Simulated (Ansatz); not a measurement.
**Li2Ga: further runs on the relaxed cell**

The task here is to estimate one member of a computed series from the others.

Computed with Ansatz 0.2.0 (DFT r2SCAN, scalar-relativistic, plane waves, PAW, unless a step's input says otherwise).

1 further run of the same task is left out (set aside as unsound or not needed). Runs told in other sessions of the task aren't counted.

## The structure to begin with

Symmetry: Cmcm, No. 63, orthorhombic system. Conventional cell: a = 4.501 Å, b = 9.432 Å, c = 4.314 Å, α = 90.00°, β = 90.00°, γ = 90.00°. Around Li (site symmetry m2m) lie 6 Li at 2.67 to 2.71 Å and 2 Ga at 2.73 Å. Li (site symmetry m2m) has 5 Ga at 2.65 to 2.97 Å and 4 Li at 2.67 to 2.71 Å in its first shell of neighbours. Around Ga (site symmetry m2m) lie 2 Ga at 2.59 Å and 7 Li at 2.65 to 2.97 Å.

Structure file:

```
Li Ga
1.0
     2.25035   -4.71578    0.00000
     2.25035    4.71578    0.00000
     0.00000    0.00000    4.31377
Li Ga
4 2
Cartesian
  2.2504 -0.8233 3.2353
  2.2504 0.8233 1.0784
  2.2504 2.4577 3.2353
  2.2504 -2.4577 1.0784
  2.2504 -4.0010 3.2353
  2.2504 4.0010 1.0784
```

It is the result of an earlier relaxation at this level (volume 15.26 Å³/atom; gap on the mesh: none (metal)).

Set-up of the first run:

input.yaml reads:

```yaml
crystal:
  lattice:
    - [2.227620481, -4.6681470016, 0.0]
    - [2.227620481, 4.6681470016, 0.0]
    - [0.0, 0.0, 4.2701967316]
  atoms:
    - { symbol: Li, position: [0.5872893408, 0.4127106592, 0.75] }
    - { symbol: Li, position: [0.4127106592, 0.5872893408, 0.25] }
    - { symbol: Li, position: [0.2394137585, 0.7605862415, 0.75] }
    - { symbol: Li, position: [0.7605862415, 0.2394137585, 0.25] }
    - { symbol: Ga, position: [0.9242134719, 0.0757865281, 0.75] }
    - { symbol: Ga, position: [0.0757865281, 0.9242134719, 0.25] }
basis:
  ecutwfc: 500
kpoints:
  mp_grid: { grid: [10, 10, 8] }
hamiltonian:
  xc: r2scan
scf:
  occupations: { method: gaussian, width: 0.1 }
output:
  forces: true
  stress: true
  eigenvalues: true
  write_density: true
  write_potential: true
  elf: true
  volumetric_format: npy
relax:
  adjacent_minimum: "off"
  f_tol: 0.01
  max_steps: 30
  cell: { stress_tol: 0.1, fix: [volume] }
```

Started as:

```sh
ansatz run input.yaml --threads 1 --pin off --max-ram 2560MiB --backend cpu --events-out ev --progress --plain --runs-dir out
```

Among the steps run: Volume × 0.97; The cell scaled to 1.03 of its volume; Volume × 0.94; The cell scaled to 1.06 of its volume; Point at V/V0 = 0.91; The cell scaled to 1.10 of its volume; Point at V/V0 = 0.88.

One of the session's tables, all rows but one given; the rest of the session is left out.

It belongs to the step «Fit of the equation of state». 

| volume (Å³/atom) | energy above the lowest point (meV/atom) | pressure (GPa) |
| --- | --- | --- |
| 13.428 | 29.2 | 5.72 |
| 13.886 | 15.5 | 3.94 |
| 14.344 | 6.5 | 2.41 |
| 14.802 | 1.5 | 1.10 |
| 15.260 | 0.0 | -0.02 |
| 15.717 | ? | ? |
| 16.175 | 5.4 | -1.80 |
| 16.785 | 14.1 | -2.70 |

**Question.** Estimate the row for volume (Å³/atom) = 15.717.

Worked estimate for «energy above the lowest point (meV/atom)». A straight line through the neighbours (15.260, 0.0) and (16.175, 5.4) gives 0.0 + (5.4 − 0.0) × (15.717 − 15.260) / (16.175 − 15.260) = 2.7; a parabola fitted to 4 rows on both sides gives 1.5.

As computed: energy above the lowest point (meV/atom): 1.5; pressure (GPa): -0.98. In «energy above the lowest point (meV/atom)» the line misses by +1.2 and the parabola by 0.0.
